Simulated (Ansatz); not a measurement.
**CH8AlClSi2: a ladder of functionals and wavefunction methods**

An exercise on one series of results from a longer session: the logs are not shown, and one member is left open.

Program: Ansatz 0.2.0, Gaussian basis. Level of theory: functionals in def2-TZVPP, the program's frozen cores in correlated methods. These are calculated values, not measurements.

Plan: PBE-D4, r2SCAN-D4, PBE0-D4, B3LYP-D4, ωB97X-V, ωB97M-V, B2PLYP; CCSD(T)/def2-TZVPP; MP2/def2-QZVPP; extrapolation to the limit.

## The geometry

The geometry comes from an earlier relaxation with PBE0-D4 in a triple-zeta def2 set; it is a stationary point, not always the lowest conformer.

SMILES `C[Si]([AlH2])([SiH3])Cl`, 13 atoms, charge 0, spin multiplicity 1.

Atoms are counted from 1 here; the program's logs count them from 0.

Bond lengths: C1–Si2 1.875 Å, C1–H6 1.094 Å, C1–H7 1.092 Å, C1–H8 1.092 Å, Si2–Al3 2.452 Å, Si2–Si4 2.341 Å, Si2–Cl5 2.110 Å, Al3–H9 1.589 Å, Al3–H10 1.587 Å, Si4–H11 1.489 Å, Si4–H12 1.491 Å, Si4–H13 1.487 Å. Angles: Si2–C1–H6 109.9°, Si2–C1–H7 110.9°, Si2–C1–H8 110.7°, H6–C1–H7 108.3°, H6–C1–H8 108.3°, H7–C1–H8 108.6°, C1–Si2–Al3 117.5°, C1–Si2–Si4 110.7°, C1–Si2–Cl5 107.2°, Al3–Si2–Si4 116.3°, Al3–Si2–Cl5 97.3°, Si4–Si2–Cl5 105.8°, Si2–Al3–H9 119.9°, Si2–Al3–H10 119.9°, H9–Al3–H10 120.0°, Si2–Si4–H11 111.1°, Si2–Si4–H12 109.3°, Si2–Si4–H13 110.3° and more.

Set-up of the first run:

Contents of in.yaml:

```yaml
crystal:
  periodic: [false, false, false]
  atoms:
    - {symbol: C, position_ang: [-1.761116, 0.724797, 0.153539]}
    - {symbol: Si, position_ang: [0.002406, 0.258762, -0.279266]}
    - {symbol: Al, position_ang: [1.806069, 1.516720, 0.806479]}
    - {symbol: Si, position_ang: [0.250441, -2.068506, -0.340916]}
    - {symbol: Cl, position_ang: [0.358059, 0.926276, -2.249151]}
    - {symbol: H, position_ang: [-2.001409, 0.376484, 1.162371]}
    - {symbol: H, position_ang: [-1.895599, 1.807953, 0.123440]}
    - {symbol: H, position_ang: [-2.464829, 0.266380, -0.544932]}
    - {symbol: H, position_ang: [1.535407, 2.988513, 1.342231]}
    - {symbol: H, position_ang: [3.271755, 0.909751, 0.862610]}
    - {symbol: H, position_ang: [-0.759474, -2.692662, -1.239497]}
    - {symbol: H, position_ang: [0.065632, -2.620447, 1.031903]}
    - {symbol: H, position_ang: [1.612955, -2.428722, -0.814111]}
basis:
  gaussian: {orbitals: def2-TZVPP}
hamiltonian: {xc: pbe, dispersion: d4}
output: {forces: true, orbitals: {seedname: orbitals}}
```

On the command line:

```
$ ansatz run in.yaml --threads 4 --pin off --events-out ev --progress --plain --max-ram 10444MiB
```

Steps of the session up to this table: PBE-D4 (GGA); r2SCAN-D4 (meta-GGA); PBE0-D4 (hybrid); B3LYP-D4 (hybrid); ωB97X-V (range-separated); ωB97M-V (range-separated); B2PLYP (double hybrid); CCSD(T) in def2-TZVPP; MP2 in def2-QZVPP.

One table of the session follows, with a row left open; its other results are not shown here.

| method | atomisation energy (kJ/mol) |
| --- | --- |
| PBE-D4 | 3994.1 |
| r2SCAN-D4 | 4017.3 |
| PBE0-D4 | 3983.3 |
| B3LYP-D4 | 3992.5 |
| ωB97X-V | 4038.1 |
| ωB97M-V | 4008.3 |
| B2PLYP | 3935.0 |
| HF/def2-TZVPP | ? |
| MP2/def2-TZVPP | 3905.0 |
| CCSD/def2-TZVPP | 3863.5 |
| CCSD(T)/def2-TZVPP | 3906.6 |
| MP2/CBS | 4009.5 |
| CCSD(T)/CBS | 4011.1 |

**Question.** Estimate the row for HF/def2-TZVPP.

As computed: atomisation energy (kJ/mol): 3058.7. In the column «atomisation energy (kJ/mol)» it is the lowest.

Caveats from the session: Free atoms (1 C, 2 Si, 1 Al, 1 Cl, 8 H) were run apart at each level; the atomisation energy is their sum less the molecule, without zero-point or spin-orbit terms.
